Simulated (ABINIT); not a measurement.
A run of ABINIT 10.8.3 (patched build) is set up as follows.

Contents of run.abi:

```
ndtset 2

pp_dirpath "./"
pseudos "Ag.GGA_PBE-JTH.xml, Rh.GGA_PBE-JTH.xml"

acell 3*1.0 Angstrom
rprim
     2.7775881998     0.0000000000     0.0000000000
    -1.3887940999     2.4054619423     0.0000000000
     0.0000000000     0.0000000000     4.8086020000
ntypat 2
znucl 47 45
natom 2
typat 1 2
xred
     0.0000000000     0.0000000000     0.5000000000
     0.6666666667     0.3333333333     0.0000000000

ecut 20.0
pawecutdg 40.0
pawxcdev 0

ixc -109134

occopt 3
tsmear 0.00183747

nstep 100

iomode 3
prtwf 0
prteig 0
prtebands 0
enunit 1
prtden1 1

kptopt1 1
ngkpt1 11 11 6
nshiftk1 1
shiftk1 0.0 0.0 0.0
nband1 18
tolvrs1 1.0e-9

iscf2 -2
getden2 1
nband2 24
nbdbuf2 4
tolwfr2 1.0e-11
kptopt2 -7
ndivsm2 6
prteig2 1
kptbounds2
     0.0000000000     0.0000000000     0.0000000000
     0.5000000000     0.0000000000     0.0000000000
     0.3333333333     0.3333333333     0.0000000000
     0.0000000000     0.0000000000     0.0000000000
     0.0000000000     0.0000000000     0.5000000000
     0.5000000000     0.0000000000     0.5000000000
     0.3333333333     0.3333333333     0.5000000000
     0.0000000000     0.0000000000     0.5000000000
```

Potentials or basis: JTH PAW PBE v2.0.

Command:

```console
$ abinit run.abi > log 2>&1
```

(1) Estimate the band gap on the k mesh.

(2) What does it give for the pressure?

Results:

(1) none (metal or under the smearing width).

(2) -2.2 GPa.

Caveat: the PAW data sets were made with another functional, which shifts forces and pressure a little.
